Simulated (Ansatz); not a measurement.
**Cu(AsH3)(N(SiH3)2) (AsCuH₉NSi₂): structure and electronic state**

Aim: characterise Cu(AsH3)(N(SiH3)2) (AsCuH₉NSi₂) as a singlet: its structure, frontier levels and distribution of charge.

Program: Ansatz 0.2.0, Gaussian basis. Level of theory: RKS PBE0-D4/def2-TZVP. These are calculated values, not measurements.

Plan: relaxation at r2SCAN-D4/def2-SVP; a single point at PBE0-D4/def2-TZVP.

2 further runs of the same task are left out: 2 set aside as unsound or not needed.

## Step 1: The starting structure

14 atoms, charge 0, spin multiplicity 1.

Atoms are counted from 1 here; the program's logs count them from 0.

Bond lengths: Cu1–As2 2.290 Å, Cu1–N6 1.865 Å, As2–H3 1.485 Å, As2–H4 1.486 Å, As2–H5 1.486 Å, N6–Si7 1.722 Å, N6–Si8 1.722 Å, Si7–H9 1.471 Å, Si7–H10 1.477 Å, Si7–H11 1.471 Å, Si8–H12 1.471 Å, Si8–H13 1.477 Å, Si8–H14 1.471 Å. Angles: As2–Cu1–N6 179.2°, Cu1–As2–H3 123.7°, Cu1–As2–H4 124.2°, Cu1–As2–H5 122.7°, H3–As2–H4 92.4°, H3–As2–H5 92.5°, H4–As2–H5 92.4°, Cu1–N6–Si7 121.3°, Cu1–N6–Si8 121.0°, Si7–N6–Si8 117.8°, N6–Si7–H9 112.3°, N6–Si7–H10 106.7°, N6–Si7–H11 112.3°, H9–Si7–H10 108.8°, H9–Si7–H11 107.9°, H10–Si7–H11 108.8°, N6–Si8–H12 112.3°, N6–Si8–H13 106.7° and more.

No spin-orbit coupling is included.

The start is a GFN2-xTB geometry.

## Step 2: Relaxation at r2SCAN-D4/def2-SVP

in.yaml reads:

```yaml
crystal:
  periodic: [false, false, false]
  atoms:
    - {symbol: Cu, position_ang: [-0.023900, -0.014680, 0.979990]}
    - {symbol: As, position_ang: [-0.024100, -0.035030, 3.270090]}
    - {symbol: H, position_ang: [0.498600, -1.161970, 4.084500]}
    - {symbol: H, position_ang: [-1.246750, 0.084820, 4.106710]}
    - {symbol: H, position_ang: [0.704630, 0.974980, 4.081250]}
    - {symbol: N, position_ang: [0.001310, 0.007970, -0.884820]}
    - {symbol: Si, position_ang: [0.025780, 1.490480, -1.760970]}
    - {symbol: Si, position_ang: [-0.006980, -1.457790, -1.788900]}
    - {symbol: H, position_ang: [1.212520, 1.610210, -2.621200]}
    - {symbol: H, position_ang: [0.051860, 2.576030, -0.759490]}
    - {symbol: H, position_ang: [-1.164540, 1.656990, -2.608910]}
    - {symbol: H, position_ang: [-1.190870, -1.574100, -2.653730]}
    - {symbol: H, position_ang: [-0.024170, -2.561690, -0.807570]}
    - {symbol: H, position_ang: [1.186610, -1.596210, -2.636950]}
basis:
  gaussian: {orbitals: def2-SVP}
hamiltonian: {xc: r2scan, dispersion: d4}
scf: {lower_state_search: "off"}
output: {orbitals: {seedname: orbitals}}
relax: {f_tol: 0.02, max_steps: 100}
```

The run is started by

```sh
$ ansatz run in.yaml --threads 4 --pin off --events-out ev --progress --plain --max-ram 8704MiB
```

After this run come: Single point, PBE0-D4/def2-TZVP.

Before running them: what should the planned runs give, taken together? Wanted: point group; near neighbours of the metal; HOMO, LUMO at PBE0-D4/def2-TZVP; charge on the metal; dipole at r2SCAN-D4/def2-SVP.

The runs gave:

| quantity | value |
| --- | --- |
| point group | C1 |
| near neighbours of the metal | As 2.24, N 1.83, Si 3.02, Si 3.02 Å |
| HOMO, LUMO at PBE0-D4/def2-TZVP | -6.18, -0.94 eV |
| charge on the metal (Mulliken, PBE0-D4/def2-TZVP) | -0.19 e |
| dipole at r2SCAN-D4/def2-SVP | 7.26 D |

In words: The molecule keeps its bonding pattern by the stored test; the atoms moved 0.16 Å (rms). The metal has 4 near neighbours by the distance rule, from 1.83 to 3.02 Å. No usable vibrations, so a minimum isn't proven. Whether this spin is the lowest isn't tested here. The point group is read from a loosely relaxed geometry; soft torsions can leave it below the true symmetry.
